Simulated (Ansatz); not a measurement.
# Ge(OEt)H3 (C₂H₈GeO): Born-Oppenheimer dynamics

What does Ge(OEt)H3 (C₂H₈GeO) do in its first 8 fs with a Langevin thermostat, with the temperature set to 500 K?

Method: BLYP/6-31G*; program: Ansatz 0.2.0, Gaussian basis.

## (1) The geometry

The structure was relaxed beforehand with r2SCAN-D4/def2-SVP.

12 atoms, charge 0, spin multiplicity 1.

Atoms are counted from 1 here; the program's logs count them from 0.

Bond lengths: Ge1–O2 1.786 Å, Ge1–H10 1.529 Å, Ge1–H11 1.541 Å, Ge1–H12 1.541 Å, O2–C3 1.416 Å, C3–C4 1.514 Å, C3–H5 1.111 Å, C3–H6 1.111 Å, C4–H7 1.101 Å, C4–H8 1.101 Å, C4–H9 1.101 Å. Angles: O2–Ge1–H10 104.6°, O2–Ge1–H11 109.3°, O2–Ge1–H12 109.2°, H10–Ge1–H11 111.9°, H10–Ge1–H12 111.9°, H11–Ge1–H12 109.8°, Ge1–O2–C3 118.7°, O2–C3–C4 108.6°, O2–C3–H5 110.9°, O2–C3–H6 110.9°, C4–C3–H5 109.9°, C4–C3–H6 109.9°, H5–C3–H6 106.6°, C3–C4–H7 110.9°, C3–C4–H8 110.2°, C3–C4–H9 110.2°, H7–C4–H8 108.7°, H7–C4–H9 108.7° and more.

## (2) Dynamics

Contents of in.yaml:

```yaml
crystal:
  periodic: [false, false, false]
  atoms:
    - {symbol: Ge, position_ang: [0.831346, -0.083497, -1.969104]}
    - {symbol: O, position_ang: [0.727776, -0.033484, -0.186991]}
    - {symbol: C, position_ang: [-0.549908, 0.044733, 0.418206]}
    - {symbol: C, position_ang: [-0.373600, 0.052973, 1.921622]}
    - {symbol: H, position_ang: [-1.085470, 0.963237, 0.094550]}
    - {symbol: H, position_ang: [-1.184933, -0.816049, 0.116398]}
    - {symbol: H, position_ang: [-1.347380, 0.114614, 2.431840]}
    - {symbol: H, position_ang: [0.138893, -0.864428, 2.249429]}
    - {symbol: H, position_ang: [0.240073, 0.914000, 2.227840]}
    - {symbol: H, position_ang: [2.329247, -0.162875, -2.265853]}
    - {symbol: H, position_ang: [0.197133, 1.194708, -2.551760]}
    - {symbol: H, position_ang: [0.076814, -1.323942, -2.486177]}
basis:
  gaussian: {orbitals: "6-31G*"}
hamiltonian: {xc: {name: BLYP}}
md: {timestep: 0.5 fs, n_steps: 15, ensemble: nvt_langevin, temperature: 500, initial_velocities: maxwell_boltzmann, friction: 0.01, seed: 180}
scf: {omitted_lower_state_checks: [starts]}
```

Launch:

```bash
$ ansatz run in.yaml --threads 4 --pin off --events-out ev --progress --plain --max-ram 3916MiB
```

Standard output:

```text
Functional definition: BLYP
  name "BLYP"
  cite "Becke, Phys. Rev. A 38, 3098 (1988) doi:10.1103/PhysRevA.38.3098"
  cite "Lee, Yang & Parr, Phys. Rev. B 37, 785 (1988) doi:10.1103/PhysRevB.37.785"
  parameter beta = 0.0042
  parameter a = 0.04918
  parameter b = 0.132
  parameter c = 0.2533
  parameter d = 0.349
  exchange = b88_x(beta = beta)
  correlation = lyp_c(a = a, b = b, c = c, d = d)
these checks for a lower state are left out or cut short: starts
1192 factors; their error is unknown
mean field evaluation 1: about -60752.0061 eV, gradient 6.8e1 eV
mean field evaluation 2: about -60700.1880 eV, gradient 1.7e2 eV
mean field evaluation 4: about -60761.1851 eV, gradient 1.4e1 eV
mean field evaluation 8: about -60761.5364 eV, gradient 2.4e-1 eV
mean field evaluation 16: about -60761.4777 eV, gradient 1.5e-4 eV
mean field -60761.47774557 eV, -2232.9431215409 hartree, gradient 7.7e-6 eV, S^2 0.000000; 0 other end points of the search recorded, 0 dependent functions left out
the calculation of the forces begins
reference -60761.47808644 eV, -2232.9431340676 hartree; 30, 30 occupied and 66, 66 virtual orbitals, 1192 factors
md step     0: t =     0.00 fs  T =   458.3 K  F+E_penalty+E_count = -60761.47774557 eV  E_kin = 0.710930 eV  (26 SCF iters)
these checks for a lower state are left out or cut short: starts, cluster_reference, orbital_swaps, neighbouring_geometries, increment
1192 factors; their error is unknown
mean field -60761.46864475 eV, -2232.9427870918 hartree, gradient 2.2e-5 eV, S^2 0.000000; 0 other end points of the search recorded, 0 dependent functions left out
the calculation of the forces begins
reference -60761.46898546 eV, -2232.9427996129 hartree; 30, 30 occupied and 66, 66 virtual orbitals, 1192 factors
md step     1: t =     0.50 fs  T =   446.2 K  F+E_penalty+E_count = -60761.46864475 eV  E_kin = 0.692123 eV  (31 SCF iters)
these checks for a lower state are left out or cut short: starts, cluster_reference, orbital_swaps, neighbouring_geometries, increment
1192 factors; their error is unknown
mean field evaluation 32: about -60761.4404 eV, gradient 2.2e-5 eV
mean field -60761.44035711 eV, -2232.9417475404 hartree, gradient 2.2e-5 eV, S^2 0.000000; 0 other end points of the search recorded, 0 dependent functions left out
the calculation of the forces begins
reference -60761.44069782 eV, -2232.9417600612 hartree; 30, 30 occupied and 66, 66 virtual orbitals, 1192 factors
md step     2: t =     1.00 fs  T =   457.4 K  F+E_penalty+E_count = -60761.44035711 eV  E_kin = 0.709405 eV  (29 SCF iters)
these checks for a lower state are left out or cut short: starts, cluster_reference, orbital_swaps, neighbouring_geometries, increment
1192 factors; their error is unknown
mean field -60761.39638715 eV, -2232.9401316741 hartree, gradient 2.2e-5 eV, S^2 0.000000; 0 other end points of the search recorded, 0 dependent functions left out
the calculation of the forces begins
reference -60761.39672803 eV, -2232.9401442011 hartree; 30, 30 occupied and 66, 66 virtual orbitals, 1192 factors
md step     3: t =     1.50 fs  T =   429.6 K  F+E_penalty+E_count = -60761.39638715 eV  E_kin = 0.666329 eV  (30 SCF iters)
these checks for a lower state are left out or cut short: starts, cluster_reference, orbital_swaps, neighbouring_geometries, increment
1192 factors; their error is unknown
mean field -60761.34303815 eV, -2232.9381711343 hartree, gradient 2.2e-5 eV, S^2 0.000000; 0 other end points of the search recorded, 0 dependent functions left out
the calculation of the forces begins
reference -60761.34337928 eV, -2232.9381836707 hartree; 30, 30 occupied and 66, 66 virtual orbitals, 1192 factors
md step     4: t =     2.00 fs  T =   389.2 K  F+E_penalty+E_count = -60761.34303815 eV  E_kin = 0.603650 eV  (30 SCF iters)
these checks for a lower state are left out or cut short: starts, cluster_reference, orbital_swaps, neighbouring_geometries, increment
1192 factors; their error is unknown
mean field -60761.28560341 eV, -2232.9360604467 hartree, gradient 2.2e-5 eV, S^2 0.000000; 0 other end points of the search recorded, 0 dependent functions left out
the calculation of the forces begins
reference -60761.28594482 eV, -2232.9360729933 hartree; 30, 30 occupied and 66, 66 virtual orbitals, 1192 factors
md step     5: t =     2.50 fs  T =   353.5 K  F+E_penalty+E_count = -60761.28560341 eV  E_kin = 0.548266 eV  (29 SCF iters)
these checks for a lower state are left out or cut short: starts, cluster_reference, orbital_swaps, neighbouring_geometries, increment
1192 factors; their error is unknown
mean field -60761.23326130 eV, -2232.9341369095 hartree, gradient 2.1e-5 eV, S^2 0.000000; 0 other end points of the search recorded, 0 dependent functions left out
the calculation of the forces begins
reference -60761.23360300 eV, -2232.9341494669 hartree; 30, 30 occupied and 66, 66 virtual orbitals, 1192 factors
md step     6: t =     3.00 fs  T =   310.3 K  F+E_penalty+E_count = -60761.23326130 eV  E_kin = 0.481274 eV  (31 SCF iters)
these checks for a lower state are left out or cut short: starts, cluster_reference, orbital_swaps, neighbouring_geometries, increment
1192 factors; their error is unknown
mean field evaluation 64: about -60761.1942 eV, gradient 2.9e-1 eV
mean field -60761.19437034 eV, -2232.9327076934 hartree, gradient 2.2e-5 eV, S^2 0.000000; 0 other end points of the search recorded, 0 dependent functions left out
the calculation of the forces begins
reference -60761.19471238 eV, -2232.9327202630 hartree; 30, 30 occupied and 66, 66 virtual orbitals, 1192 factors
md step     7: t =     3.50 fs  T =   302.8 K  F+E_penalty+E_count = -60761.19437034 eV  E_kin = 0.469645 eV  (31 SCF iters)
these checks for a lower state are left out or cut short: starts, cluster_reference, orbital_swaps, neighbouring_geometries, increment
1192 factors; their error is unknown
mean field -60761.16699254 eV, -2232.9317015776 hartree, gradient 2.2e-5 eV, S^2 0.000000; 0 other end points of the search recorded, 0 dependent functions left out
the calculation of the forces begins
reference -60761.16733495 eV, -2232.9317141609 hartree; 30, 30 occupied and 66, 66 virtual orbitals, 1192 factors
md step     8: t =     4.00 fs  T =   291.7 K  F+E_penalty+E_count = -60761.16699254 eV  E_kin = 0.452523 eV  (31 SCF iters)
these checks for a lower state are left out or cut short: starts, cluster_reference, orbital_swaps, neighbouring_geometries, increment
1192 factors; their error is unknown
mean field -60761.14605603 eV, -2232.9309321752 hartree, gradient 2.2e-5 eV, S^2 0.000000; 0 other end points of the search recorded, 0 dependent functions left out
the calculation of the forces begins
reference -60761.14639879 eV, -2232.9309447711 hartree; 30, 30 occupied and 66, 66 virtual orbitals, 1192 factors
md step     9: t =     4.50 fs  T =   270.1 K  F+E_penalty+E_count = -60761.14605603 eV  E_kin = 0.419031 eV  (31 SCF iters)
these checks for a lower state are left out or cut short: starts, cluster_reference, orbital_swaps, neighbouring_geometries, increment
1192 factors; their error is unknown
mean field -60761.12774969 eV, -2232.9302594296 hartree, gradient 2.3e-5 eV, S^2 0.000000; 0 other end points of the search recorded, 0 dependent functions left out
the calculation of the forces begins
reference -60761.12809273 eV, -2232.9302720361 hartree; 30, 30 occupied and 66, 66 virtual orbitals, 1192 factors
md step    10: t =     5.00 fs  T =   267.3 K  F+E_penalty+E_count = -60761.12774969 eV  E_kin = 0.414557 eV  (31 SCF iters)
these checks for a lower state are left out or cut short: starts, cluster_reference, orbital_swaps, neighbouring_geometries, increment
1192 factors; their error is unknown
mean field evaluation 96: about -60761.1101 eV, gradient 2.3e-5 eV
mean field -60761.11010719 eV, -2232.9296110794 hartree, gradient 2.3e-5 eV, S^2 0.000000; 0 other end points of the search recorded, 0 dependent functions left out
the calculation of the forces begins
reference -60761.11045045 eV, -2232.9296236941 hartree; 30, 30 occupied and 66, 66 virtual orbitals, 1192 factors
md step    11: t =     5.50 fs  T =   284.8 K  F+E_penalty+E_count = -60761.11010719 eV  E_kin = 0.441734 eV  (31 SCF iters)
these checks for a lower state are left out or cut short: starts, cluster_reference, orbital_swaps, neighbouring_geometries, increment
1192 factors; their error is unknown
mean field -60761.09336540 eV, -2232.9289958301 hartree, gradient 2.4e-5 eV, S^2 0.000000; 0 other end points of the search recorded, 0 dependent functions left out
the calculation of the forces begins
reference -60761.09370876 eV, -2232.9290084483 hartree; 30, 30 occupied and 66, 66 virtual orbitals, 1192 factors
md step    12: t =     6.00 fs  T =   280.4 K  F+E_penalty+E_count = -60761.09336540 eV  E_kin = 0.435009 eV  (31 SCF iters)
these checks for a lower state are left out or cut short: starts, cluster_reference, orbital_swaps, neighbouring_geometries, increment
1192 factors; their error is unknown
mean field -60761.07821273 eV, -2232.9284389798 hartree, gradient 2.5e-5 eV, S^2 0.000000; 0 other end points of the search recorded, 0 dependent functions left out
the calculation of the forces begins
reference -60761.07855608 eV, -2232.9284515978 hartree; 30, 30 occupied and 66, 66 virtual orbitals, 1192 factors
md step    13: t =     6.50 fs  T =   287.2 K  F+E_penalty+E_count = -60761.07821273 eV  E_kin = 0.445489 eV  (31 SCF iters)
these checks for a lower state are left out or cut short: starts, cluster_reference, orbital_swaps, neighbouring_geometries, increment
1192 factors; their error is unknown
mean field -60761.06779951 eV, -2232.9280563009 hartree, gradient 2.5e-5 eV, S^2 0.000000; 0 other end points of the search recorded, 0 dependent functions left out
the calculation of the forces begins
reference -60761.06814283 eV, -2232.9280689177 hartree; 30, 30 occupied and 66, 66 virtual orbitals, 1192 factors
md step    14: t =     7.00 fs  T =   296.6 K  F+E_penalty+E_count = -60761.06779951 eV  E_kin = 0.460107 eV  (31 SCF iters)
these checks for a lower state are left out or cut short: starts, cluster_reference, orbital_swaps, neighbouring_geometries, increment
1192 factors; their error is unknown
mean field -60761.07094474 eV, -2232.9281718862 hartree, gradient 2.6e-5 eV, S^2 0.000000; 0 other end points of the search recorded, 0 dependent functions left out
the calculation of the forces begins
reference -60761.07128795 eV, -2232.9281844989 hartree; 30, 30 occupied and 66, 66 virtual orbitals, 1192 factors
these checks for a lower state are left out or cut short: starts
1192 factors; their error is unknown
mean field -60761.07094474 eV, -2232.9281718862 hartree, gradient 3.5e-5 eV, S^2 0.000000; 0 other end points of the search recorded, 0 dependent functions left out
the calculation of the forces begins
reference -60761.07128795 eV, -2232.9281844989 hartree; 30, 30 occupied and 66, 66 virtual orbitals, 1192 factors
md step    15: t =     7.50 fs  T =   299.9 K  F+E_penalty+E_count = -60761.07094474 eV  E_kin = 0.465117 eV  (12 SCF iters)
Total energy: -60761.07128795 eV, -2232.9281844989 hartree
Atom 0 at     0.814355    -0.112040    -1.969975 Å, force    -0.000419     0.554189    -2.600463 eV/Å
Atom 1 at     0.697082     0.007327    -0.224070 Å, force     1.430965     0.299980     0.860222 eV/Å
Atom 2 at    -0.533255     0.059675     0.427971 Å, force    -1.836902    -0.676729     0.086814 eV/Å
Atom 3 at    -0.315119     0.121786     1.927229 Å, force     2.234282    -1.326807     1.009712 eV/Å
Atom 4 at    -1.198407     0.939109     0.139925 Å, force     0.571540    -0.588865    -0.194410 eV/Å
Atom 5 at    -1.060415    -0.914886     0.168609 Å, force    -0.256534     0.868061     0.327423 eV/Å
Atom 6 at    -1.240883     0.120045     2.482514 Å, force    -0.687340     0.756135     0.322099 eV/Å
Atom 7 at     0.164665    -0.843680     2.311784 Å, force    -0.238176     0.701556    -0.665069 eV/Å
Atom 8 at     0.455814     0.901501     2.228366 Å, force    -1.173707    -0.243922    -0.254390 eV/Å
Atom 9 at     2.361527    -0.202750    -2.381227 Å, force    -0.639483    -0.137956     0.387757 eV/Å
Atom 10 at     0.294773     1.324228    -2.562239 Å, force     0.129302    -0.858763     0.209299 eV/Å
Atom 11 at    -0.048511    -1.341204    -2.626314 Å, force     0.466472     0.653121     0.511004 eV/Å
Dipole moment:    -0.169229    -0.063917    -0.015437 e Å
Checks for a lower state left out: starts
```

Wall time 37 s (4 threads of Intel Xeon at 2.50GHz, shared host).

## (3) The trajectory

Step by step, with energies from the first frame:

```
time (fs)  T (K)  potential (meV)  Ge1–H11 (Å)
      0.0    458              0.0        1.541
      0.5    446              9.1        1.555
      1.0    457             37.4        1.570
      1.5    430             81.4        1.584
      2.0    389            134.7        1.597
      2.5    353            192.1        1.611
      3.0    310            244.5        1.623
      3.5    303            283.4        1.634
      4.0    292            310.8        1.643
      4.5    270            331.7        1.649
      5.0    267            350.0        1.653
      5.5    285            367.6        1.654
      6.0    280            384.4        1.654
      6.5    287            399.5        1.651
      7.0    297            409.9        1.646
      7.5    300            406.8        1.638
```

Positions (Å) and forces (eV/Å) at 7.5 fs:

```xyz
12

Ge    0.814   -0.112   -1.970    0.000    0.554   -2.600
O     0.697    0.007   -0.224    1.431    0.300    0.860
C    -0.533    0.060    0.428   -1.837   -0.677    0.087
C    -0.315    0.122    1.927    2.234   -1.327    1.010
H    -1.198    0.939    0.140    0.572   -0.589   -0.194
H    -1.060   -0.915    0.169   -0.257    0.868    0.327
H    -1.241    0.120    2.483   -0.687    0.756    0.322
H     0.165   -0.844    2.312   -0.238    0.702   -0.665
H     0.456    0.902    2.228   -1.174   -0.244   -0.254
H     2.362   -0.203   -2.381   -0.639   -0.138    0.388
H     0.295    1.324   -2.562    0.129   -0.859    0.209
H    -0.049   -1.341   -2.626    0.466    0.653    0.511
```

## (4) Summary of results

```
                         quantity                          value
                           length             15 steps of 0.5 fs
temperature, first and last frame                     458, 300 K
         temperature, second half  mean 285 K, from 267 to 300 K
           swing of the potential                        410 meV
                 range of Ge1–H11               1.541 to 1.654 Å
```

In words: From 458 K at the start the temperature swings between 267 and 458 K: with 12 atoms it has no steady value yet; starting near a minimum, about half of the kinetic energy flows into the potential. Ge1–H11 swings most, by 0.11 Å; no bond breaks. A run of 8 fs gives no averages.
